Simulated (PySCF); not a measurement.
# C3H6B2: the cost of one run

The runs use PySCF 2.14.0, with density-fitted response routines of our own; the level of theory stands in each step. All values are computed, except where a source is named. Atoms are numbered from 0 throughout.

### Step 1. The starting structure

11 atoms, charge 0, multiplicity 1; geometry from: GFN2-xTB. The atoms were then displaced at random by about 0.01 Å, so the start is not that level's minimum.

Bonds of the start (Å): B0–C1 1.57, C1–B2 1.57, B2–C3 1.56, C3–C4 1.17, B0–H5 1.17, B0–H6 1.16, C1–H7 1.08, C1–H8 1.10, B2–H9 1.16, C4–H10 1.05.

### Step 2. Relaxing the molecule at PBE0-D3(BJ)/def2-SVP

Job settings and geometry (Å):

```
{"job": {"xc": "PBE0", "basis": "def2-SVP", "d3": "d3bj", "grid": 1, "shake": 0.01, "kind": "geom"}, "charge": 0, "multiplicity": 1}
B     -1.541610     0.050060     0.997990
C     -0.939550     0.480360    -0.382670
B      0.183490    -0.579420    -0.662660
C      1.647760    -0.274680    -0.236350
C      2.745000    -0.033490     0.085480
H     -1.147640     0.529360     1.988100
H     -2.424220    -0.706410     1.034000
H     -1.660690     0.434740    -1.180810
H     -0.512280     1.492760    -0.320790
H     -0.039970    -1.603660    -1.162140
H      3.727810     0.184540     0.394060
```

The run is started by

```bash
$ OMP_NUM_THREADS=1 python probes_run.py task.json out
```

This one command runs all jobs of the session in turn.

**Question.** How long does this first job take on 1 thread of Arm Neoverse N1, shared host, and how much memory does it need?

About 46 s, with a peak of 0.41 GiB.
